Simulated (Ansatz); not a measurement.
# C3FN3Sn: how energies converge with the basis set

One table from this session's results is given with a row withheld; the runs are named, their logs left out.

The runs use Ansatz 0.2.0, Gaussian basis; one geometry, several basis sets.

Levels to be run: PBE0-D4/def2-SVP; ωB97M-V/def2-SVP; PBE0-D4/def2-QZVPP; ωB97M-V/def2-QZVPP; the functionals' def2-TZVPP values are taken from earlier runs.

## The relaxed structure

An earlier PBE0-D4 in a triple-zeta def2 set relaxation fixed the geometry. Sn takes the def2 core potential; no spin-orbit term is included.

SMILES `N#[C][Sn]([F])([C]#N)[C]#N`, 8 atoms, charge 0, spin multiplicity 1.

Atoms are counted from 1 here; the program's logs count them from 0.

Bond lengths: N1–C2 1.151 Å, C2–Sn3 2.072 Å, Sn3–F4 1.886 Å, Sn3–C5 2.072 Å, Sn3–C7 2.072 Å, C5–N6 1.151 Å, C7–N8 1.151 Å. Angles: N1–C2–Sn3 179.1°, C2–Sn3–F4 107.5°, C2–Sn3–C5 111.4°, C2–Sn3–C7 111.4°, F4–Sn3–C5 107.5°, F4–Sn3–C7 107.5°, C5–Sn3–C7 111.4°, Sn3–C5–N6 179.1°, Sn3–C7–N8 179.1°.

The first run:

Input file in.yaml:

```yaml
crystal:
  periodic: [false, false, false]
  atoms:
    - {symbol: N, position_ang: [2.471097, 0.197535, 1.918133]}
    - {symbol: C, position_ang: [1.658567, 0.135325, 1.105505]}
    - {symbol: Sn, position_ang: [0.173689, 0.020018, -0.334490]}
    - {symbol: F, position_ang: [1.007881, 0.159336, -2.019843]}
    - {symbol: C, position_ang: [-1.162853, 1.594324, -0.170246]}
    - {symbol: N, position_ang: [-1.910036, 2.463007, -0.062792]}
    - {symbol: C, position_ang: [-0.799918, -1.807524, -0.271785]}
    - {symbol: N, position_ang: [-1.346428, -2.819020, -0.220382]}
basis:
  gaussian: {orbitals: def2-SVP}
hamiltonian: {xc: pbe0, dispersion: d4}
output: {orbitals: {seedname: orbitals}}
```

Started as:

```console
ansatz run in.yaml --threads 4 --pin off --events-out ev --progress --plain --max-ram 11315MiB
```

Steps of the session up to this table: PBE0-D4 in def2-SVP; ωB97M-V in def2-SVP; PBE0-D4 in def2-QZVPP; ωB97M-V in def2-QZVPP.

One table of the session follows, with a row left open; its other results are not shown here.

It belongs to the step «Density functionals: the series». 

```
functional       basis  HOMO (eV)  LUMO (eV)
   PBE0-D4    def2-SVP     -11.11      -3.01
   PBE0-D4  def2-TZVPP     -11.20      -3.16
   PBE0-D4  def2-QZVPP     -11.21      -3.17
   ωB97M-V    def2-SVP          ?          ?
   ωB97M-V  def2-TZVPP     -13.58      -1.20
   ωB97M-V  def2-QZVPP     -13.59      -1.23
```

**Question.** Estimate the row for ωB97M-V, def2-SVP.

The run gave: HOMO (eV): -13.47; LUMO (eV): -0.97. In the column «HOMO (eV)» it lies between ωB97M-V, def2-TZVPP (-13.58) and PBE0-D4, def2-QZVPP (-11.21).
